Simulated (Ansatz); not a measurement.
# LuAs, space group Fm-3m: a check of PAW against all-electron LAPW

Computed with Ansatz 0.2.0 through its Python package.

The cells in order, each with its output:

```python
import ansatz
import numpy as np


def count_gap(report):
    # lowest empty less highest filled band, counting bands; zero where they overlap
    return max(report.get("gap_by_band_count_ev") or 0.0, 0.0)

structure = (
    ansatz.Lattice.from_parameters(4.013808, 4.013808, 4.013808, alpha=60.0, beta=60.0, gamma=60.0)
    .atom("Lu", (0.5, 0.5, 0.5))
    .atom("As", (0.0, 0.0, 0.0))
)
```

```python
setup = (
    structure.calculation()
    .occupations(ansatz.OccupationsMethod.COLD, width=50 * ansatz.meV)
    .functional(ansatz.Functional.PBESOL)
    .kpoints(10, 10, 10)
    .stress()
    .forces()
    .band_table()
)
variants = {
    "PAW": setup.pseudopotentials("paw"),
    "LAPW": setup.pseudopotentials("all_electron", lapw=True),
}
# totals differ by the cores that each treatment holds, so compare what does not depend on them
rows = []
for label, variant in variants.items():
    report = variant.run().report
    levels = np.array(report["eigenvalues_ev"][0]) - report["fermi_energy_ev"]
    print(label, "levels at the first k-point near E_F:", np.round(levels[np.abs(levels) < 5], 3))
    rows.append((label, report["n_electrons"], np.trace(report["stress_gpa"]) / 3, count_gap(report)))
lines = [",".join(["treatment", "electrons in bands", "P GPa", "gap by band count eV"])] + [",".join(f"{v:.4f}" if isinstance(v, float) else str(v) for v in row) for row in rows]
print("\n".join(lines))
with open("paw_lapw.csv", "w") as handle:
    handle.write("\n".join(lines) + "\n")
```

    DeckWarning: basis.ecutwfc = 420 eV, auto-derived from the records' recommended cutoffs: set by Lu (normal level)
    PAW levels at the first k-point near E_F: [-4.897 -4.897 -4.897 -4.862 -4.815 -4.815 -4.815  0.604  0.604  0.604
      1.448  1.448  1.448  2.363]
    LAPW levels at the first k-point near E_F: [-4.908 -4.908 -4.908 -4.873 -4.826 -4.826 -4.826  0.604  0.604  0.604
      1.449  1.449  1.449  2.363  2.363  3.251]
    treatment,electrons in bands,P GPa,gap by band count eV
    PAW,40.0000,-2.8248,0.0000
    LAPW,64.0000,-2.8145,0.0000

PAW gives -2.825 GPa and LAPW -2.814 GPa, 0.010 GPa apart. They took 2.5 and 19.6 s of processor time.

The computed bands are complete only to about 2.4 eV above the Fermi level. A gap by band count of zero or less means overlapping bands, a metal. The structure comes from a database of computed cells and needn't be a stable or known phase. Gaps and levels are Kohn-Sham values on a finite set of k-points, without spin-orbit coupling. Warnings are shown shortened and without file and line. Pressure is positive in compression; the treatments may keep other shells as core, so totals and counts of electrons can differ. The whole script took 23 s on 1 thread of Arm Neoverse V2, with other jobs on the host, peak memory 0.58 GiB.
